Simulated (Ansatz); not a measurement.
# MoSe (P1) in Ansatz: convergence with smearing width

Aim: find how far smearing width must go before the results for MoSe settle, at PBE. This setting moves, with any that are tied to it; all else stays.

Everything below comes from runs of Ansatz 0.2.0. Logs are shortened: lines on timing, memory, paths and dates and some standing lists are left out, and cuts for length are marked.

## Step 1: The cell of the first run

The typed cell holds 2 atoms: a = 4.091 Å, b = 4.091 Å, c = 4.091 Å, α = 60.00°, β = 60.00°, γ = 60.00°.

The cell was built by a generator and needn't be a form met in nature.

The cell isn't the ideal one: atoms moved at random, drawn with an rms of 0.05 Å.

## Step 2: With smearing width 0.3 eV

File input.yaml:

```yaml
crystal:
  lattice:
    - [0.0, 2.89287951, 2.89287951]
    - [2.89287951, 0.0, 2.89287951]
    - [2.89287951, 2.89287951, 0.0]
  atoms:
    - { symbol: Mo, position: [-0.003463, -0.009093, 0.015128] }
    - { symbol: Se, position: [0.498149, 0.495166, 0.502695] }
hamiltonian:
  xc: pbe
  pseudopotentials: { kind: nc }
kpoints:
  mp_grid: { grid: [6, 6, 6] }
scf:
  occupations: { method: gaussian, width: 0.3 }
output:
  forces: true
  stress: true
  eigenvalues: true
```

Potentials or basis: Ansatz NC.

Started as:

```console
$ ansatz run input.yaml --threads 2 --pin off --max-ram 5632MiB --backend cpu --events-out ev --progress --plain --runs-dir out
```

Log:

```text
Warning: RAYON_NUM_THREADS=2 ignored (pool sized by the plan → 2); use --threads N
Engine: ansatz 0.2.0, aarch64-unknown-linux-gnu
Pseudopotentials: kind: nc
Pseudopotential: Mo, nc, valence charge 14, recommended cutoff 1088.45545 eV (normal), Mo.nc.azcp
Pseudopotential: Se, nc, valence charge 16, recommended cutoff 1170.089609 eV (normal), Se.nc.azcp
Functional definition: PBE
  parameter kappa = 0.804
  parameter beta = 0.06672455060314922
  exchange = pbe_x(kappa = kappa, mu = beta*pi^2/3)
  correlation = pbe_c(beta = beta)
Crystal: 2 atoms, lattice volume = 48.420 Å³
Basis set: ecut = 1170.089609 eV, 4477 PW (Γ), exchange–correlation on 96×96×96 points (8 copies of the dense FFT grid, shifted against one another)
Bands: 19, of which v1, the nominal top of the filled ones, is band 15 counted from 1 (14 counted from 0)
Symmetry: 1 space group operations
Space group: P1 (ITA 1), of the structure as read, at distance tolerance 3.6e-5 Å
k-points: 112 of 216 (time reversal used)
Non-local potential: Mo, projectors of the file, l = 0: 2, l = 1: 2, l = 2: 2, l = 3: 1
Non-local potential: Se, projectors of the file, l = 0: 2, l = 1: 2, l = 2: 2
Initial density: superposition of atomic densities (chi_scale 0.1, normalization cell, long waves kept (reshape's long-wave potential 0.00 eV rms))
Initial wavefunctions: pseudopotential atomic-orbital guess
Functional: x = pbe(κ = 0.804, μ = 0.2195149727645171), c = pbe(β = 0.06672455060314922)
SCF iter   1: F=—  HF=-5208.887137 eV  |F-HF|=—  |Δ(HF+E_count)|=         —  Δρ=3.65e-2  dr2=5.52e-1  ethr=3.10e-3  ⟨swp⟩=6.0  Hψ=23060  notcnv=0
automatic band count: the SCF goes on with 23 bands, as 19 were too few: the levels above may hold too much charge
preconditioner: auto → Kerker (q_TF=auto, 2.519 Å⁻¹)  [metal: Δε(μ)=0.029 eV  Ē_g=9.321 eV  σ=0.300 eV  W_gap=0.05  n_scr=14 (ndim 8)  ℏωp=18.5 eV  f_vac=0.000  D(μ)=5.29/eV (n_scr^D=64)]
SCF iter   2: F=—  HF=-5208.756507 eV  |F-HF|=—  |Δ(HF+E_count)|=   1.31e-1  Δρ=1.99e-2  dr2=1.40e-1  ethr=1.84e-3  ⟨swp⟩=1.0  Hψ=3472  notcnv=0
SCF iter   3: F=—  HF=-5208.715110 eV  |F-HF|=—  |Δ(HF+E_count)|=   4.14e-2  Δρ=3.86e-3  dr2=8.59e-3  ethr=4.68e-4  ⟨swp⟩=2.8  Hψ=4246  notcnv=0
SCF iter   4: F=—  HF=-5208.713941 eV  |F-HF|=—  |Δ(HF+E_count)|=   1.17e-3  Δρ=1.11e-3  dr2=3.48e-4  ethr=2.86e-5  ⟨swp⟩=2.4  Hψ=3217  notcnv=0
SCF iter   5: F=—  HF=-5208.714026 eV  |F-HF|=—  |Δ(HF+E_count)|=   8.46e-5  Δρ=2.65e-4  dr2=2.58e-5  ethr=1.16e-6  ⟨swp⟩=2.8  Hψ=4391  notcnv=0
SCF iter   6: F=—  HF=-5208.713875 eV  |F-HF|=—  |Δ(HF+E_count)|=   1.50e-4  Δρ=1.11e-4  dr2=3.30e-6  ethr=8.61e-8  ⟨swp⟩=2.0  Hψ=4127  notcnv=0  defer=14
SCF iter   7: F=—  HF=-5208.713876 eV  |F-HF|=—  |Δ(HF+E_count)|=   6.02e-8  Δρ=1.95e-5  dr2=1.53e-7  ethr=1.10e-8  ⟨swp⟩=2.0  Hψ=3983  notcnv=0  defer=14
SCF iter   8: F=-5208.713876 eV  HF=-5208.713876 eV  |F-HF|=9.11e-9  |Δ(HF+E_count)|=   1.77e-7  Δρ=1.03e-5  dr2=2.75e-8  ethr=3.33e-10  ⟨swp⟩=12.1  Hψ=13722  notcnv=0
SCF 1 converged in 8 iterations: F = -5208.713876 eV  dr2 = 2.75e-8
SCF converged after 8 iterations
Free energy (F): -5208.713876 eV
Harris-Foulkes:  -5208.713876 eV  (|F-HF|=9.11e-9)
Internal energy: -5208.459721 eV  (E = F + TS)
E sigma→0 (E₀):  -5208.586798 eV
Entropy (-TS):   -0.254155 eV (-127.078 meV/atom)
Fermi energy:    11.375052 eV
--- Per-component energies (eV) ---
  E_band       = -533.416666
  E_kinetic    = 2739.106213
  E_local      = -4102.479217  (includes V_loc(G=0)·N_el)
  E_nonlocal   = -1025.640942
  E_hartree    = 1301.694551
  E_xc         = -935.026139
  E_vxc        = -747.794558  (∫ρ·V_xc dr)
  E_ewald      = -3186.114186
  E_smearing   = -0.254155  (= −TS)
  E_closure    = -0.000000  (closes the sum)
  Σ components = -5208.713876   (vs F -5208.713876, Δ=0.00e0)
--- Forces (eV/Å), atoms counted from 1 ---
  atom   1  Mo     0.09954862     0.13144698    -0.07162003
  atom   2  Se    -0.09955221    -0.13145298     0.07162275
  max |Σ_I F_I| component: 6.00e-6 eV/Å
--- Stress (GPa, compression-positive) ---
      -19.595404       0.007025      -0.003827
        0.007025     -19.572046      -0.005047
       -0.003827      -0.005047     -19.610375
  P = ⅓ Tr σ = -19.5926 GPa (-195.926 kbar)
--- Band table (eV; the first three rows and the last of 112) ---
  k-point 0: bands = ["-49.9082", "-37.2560", "-37.2560", "-37.2522", "-37.2521", "-37.2521", "-23.9646", "-23.9643", "-23.9640", "-2.7666", "9.3844", "9.3882", "9.3907", "10.3098", "10.3170", "10.3311", "10.4978", "10.5085", "12.2035", "19.7347", "21.5112", "21.5135", "21.5171"]
  k-point 1: bands = ["-49.9079", "-37.2561", "-37.2560", "-37.2522", "-37.2521", "-37.2521", "-23.9708", "-23.9653", "-23.9650", "-2.5978", "7.8419", "8.4670", "8.4689", "10.5468", "10.5472", "10.6837", "11.7281", "11.7300", "13.6794", "18.8651", "20.4253", "20.4273", "21.3353"]
  k-point 2: bands = ["-49.9073", "-37.2561", "-37.2561", "-37.2521", "-37.2520", "-37.2520", "-23.9844", "-23.9666", "-23.9663", "-2.2217", "6.1529", "7.6298", "7.6311", "11.0564", "11.0566", "11.1942", "13.3644", "13.3657", "14.6587", "18.2974", "18.3173", "18.3186", "22.2553"]
  k-point 111: bands = ["-49.9070", "-37.2561", "-37.2561", "-37.2521", "-37.2521", "-37.2519", "-23.9914", "-23.9673", "-23.9667", "-2.0081", "5.4794", "7.3383", "7.3418", "11.3607", "11.3617", "11.6805", "13.9263", "14.2535", "14.2987", "17.2188", "17.2201", "19.3543", "22.9397"]
```

Run time: 19 s. Hardware: 2 threads of Arm Neoverse V2, shared host; peak memory 0.56 GiB.

What came out:

* Free energy: -5208.7139 eV
* Pressure: -19.6 GPa
* Largest force: 0.180 eV/Å
* Band gap on the k mesh: none (metal or under the smearing width)

## Step 3: With smearing width 0.2 eV

Edit input.yaml of step 2 so:

```diff
@@ -14,3 +14,3 @@
 scf:
-  occupations: { method: gaussian, width: 0.3 }
+  occupations: { method: gaussian, width: 0.2 }
 output:
```

Potentials or basis: Ansatz NC.

Started as:

```console
$ ansatz run input.yaml --threads 2 --pin off --max-ram 5632MiB --backend cpu --events-out ev --progress --plain --runs-dir out
```

It took 13 s on 2 threads of Arm Neoverse V2, shared host; peak memory 0.52 GiB.

Results:

- Free energy: -5208.6437 eV
- Pressure: -20.1 GPa
- Largest force: 0.188 eV/Å
- Band gap on the k mesh: none (metal or under the smearing width)

## Step 4: With smearing width 0.15 eV

Edit input.yaml of step 3 so:

```diff
@@ -14,3 +14,3 @@
 scf:
-  occupations: { method: gaussian, width: 0.2 }
+  occupations: { method: gaussian, width: 0.15 }
 output:
```

Started as:

```console
$ ansatz run input.yaml --threads 2 --pin off --max-ram 5632MiB --backend cpu --events-out ev --progress --plain --runs-dir out
```

It took 14 s on 2 threads of Arm Neoverse V2, shared host; peak memory 0.52 GiB.

What came out:

- Free energy: -5208.6199 eV
- Pressure: -20.2 GPa
- Largest force: 0.190 eV/Å
- Band gap on the k mesh: none (metal or under the smearing width)

## Step 5: With smearing width 0.1 eV

Edit input.yaml of step 4 so:

```diff
@@ -14,3 +14,3 @@
 scf:
-  occupations: { method: gaussian, width: 0.15 }
+  occupations: { method: gaussian, width: 0.1 }
 output:
```

Started as:

```console
$ ansatz run input.yaml --threads 2 --pin off --max-ram 5632MiB --backend cpu --events-out ev --progress --plain --runs-dir out
```

It took 15 s on 2 threads of Arm Neoverse V2, shared host; peak memory 0.52 GiB.

What came out:

| Item | Value |
| --- | --- |
| Free energy | -5208.6027 eV |
| Pressure | -20.3 GPa |
| Largest force | 0.189 eV/Å |
| Band gap on the k mesh | none (metal or under the smearing width) |

## Step 6: With smearing width 0.05 eV

Edit input.yaml of step 5 so:

```diff
@@ -14,3 +14,3 @@
 scf:
-  occupations: { method: gaussian, width: 0.1 }
+  occupations: { method: gaussian, width: 0.05 }
 output:
```

Potentials or basis: Ansatz NC.

Started as:

```console
$ ansatz run input.yaml --threads 2 --pin off --max-ram 5632MiB --backend cpu --events-out ev --progress --plain --runs-dir out
```

Run time: 15 s. Hardware: 2 threads of Arm Neoverse V2, shared host; peak memory 0.52 GiB.

Results (log left out):

```
Free energy            : -5208.5913 eV
Pressure               : -20.4 GPa
Largest force          : 0.181 eV/Å
Band gap on the k mesh : none (metal or under the smearing width)
```

## Step 7: With smearing width 0.025 eV

Edit input.yaml of step 6 so:

```diff
@@ -14,3 +14,3 @@
 scf:
-  occupations: { method: gaussian, width: 0.05 }
+  occupations: { method: gaussian, width: 0.025 }
 output:
```

Started as:

```console
$ ansatz run input.yaml --threads 2 --pin off --max-ram 5632MiB --backend cpu --events-out ev --progress --plain --runs-dir out
```

It took 14 s on 2 threads of Arm Neoverse V2, shared host; peak memory 0.52 GiB.

The run converged. Its results:

| Quantity | Value |
| --- | --- |
| Free energy | -5208.5879 eV |
| Pressure | -20.4 GPa |
| Largest force | 0.164 eV/Å |
| Band gap on the k mesh | none (metal or under the smearing width) |

## Step 8: With smearing width 0.01 eV

Edit input.yaml of step 7 so:

```diff
@@ -14,3 +14,3 @@
 scf:
-  occupations: { method: gaussian, width: 0.025 }
+  occupations: { method: gaussian, width: 0.01 }
 output:
```

Started as:

```console
$ ansatz run input.yaml --threads 2 --pin off --max-ram 5632MiB --backend cpu --events-out ev --progress --plain --runs-dir out
```

It took 16 s on 2 threads of Arm Neoverse V2, shared host; peak memory 0.52 GiB.

It converged, with:

| Quantity | Value |
| --- | --- |
| Free energy | -5208.5869 eV |
| Pressure | -20.4 GPa |
| Largest force | 0.153 eV/Å |
| Band gap on the k mesh | none (metal or under the smearing width) |

## Step 9: With smearing width 0.005 eV

Edit input.yaml of step 8 so:

```diff
@@ -14,3 +14,3 @@
 scf:
-  occupations: { method: gaussian, width: 0.01 }
+  occupations: { method: gaussian, width: 0.005 }
 output:
```

Potentials or basis: Ansatz NC.

Started as:

```console
$ ansatz run input.yaml --threads 2 --pin off --max-ram 5632MiB --backend cpu --events-out ev --progress --plain --runs-dir out
```

Run time: 15 s. Hardware: 2 threads of Arm Neoverse V2, shared host; peak memory 0.52 GiB.

It converged, with:

| Item | Value |
| --- | --- |
| Free energy | -5208.5866 eV |
| Pressure | -20.4 GPa |
| Largest force | 0.153 eV/Å |
| Band gap on the k mesh | none (metal or under the smearing width) |

## Step 10: Result

| smearing width | energy less the tightest run, at zero smearing (meV/atom) | pressure (GPa) | largest force (eV/Å) | SCF cycles | CPU time (s) | peak memory (GiB) |
| --- | --- | --- | --- | --- | --- | --- |
| 0.3 eV | -0.18 | -19.59 | 0.180 | 8 | 37 | 0.56 |
| 0.2 eV | -1.12 | -20.08 | 0.188 | 8 | 27 | 0.52 |
| 0.15 eV | -1.54 | -20.24 | 0.190 | 9 | 29 | 0.52 |
| 0.1 eV | -1.02 | -20.32 | 0.189 | 9 | 29 | 0.52 |
| 0.05 eV | -0.27 | -20.37 | 0.181 | 9 | 29 | 0.52 |
| 0.025 eV | -0.14 | -20.40 | 0.164 | 8 | 29 | 0.52 |
| 0.01 eV | -0.07 | -20.41 | 0.153 | 9 | 32 | 0.52 |
| 0.005 eV | 0.00 | -20.41 | 0.153 | 10 | 30 | 0.52 |

Against the tightest run, the energy stays within 1 meV/atom from 0.05 eV on; the pressure stays within 0.1 GPa from 0.1 eV on; the largest force stays within 0.005 eV/Å from 0.01 eV on. Narrower smearing needs a denser k mesh, so at a fixed mesh the narrowest width isn't the most accurate. The tightest run that finished is the yardstick and may itself not be fully converged.
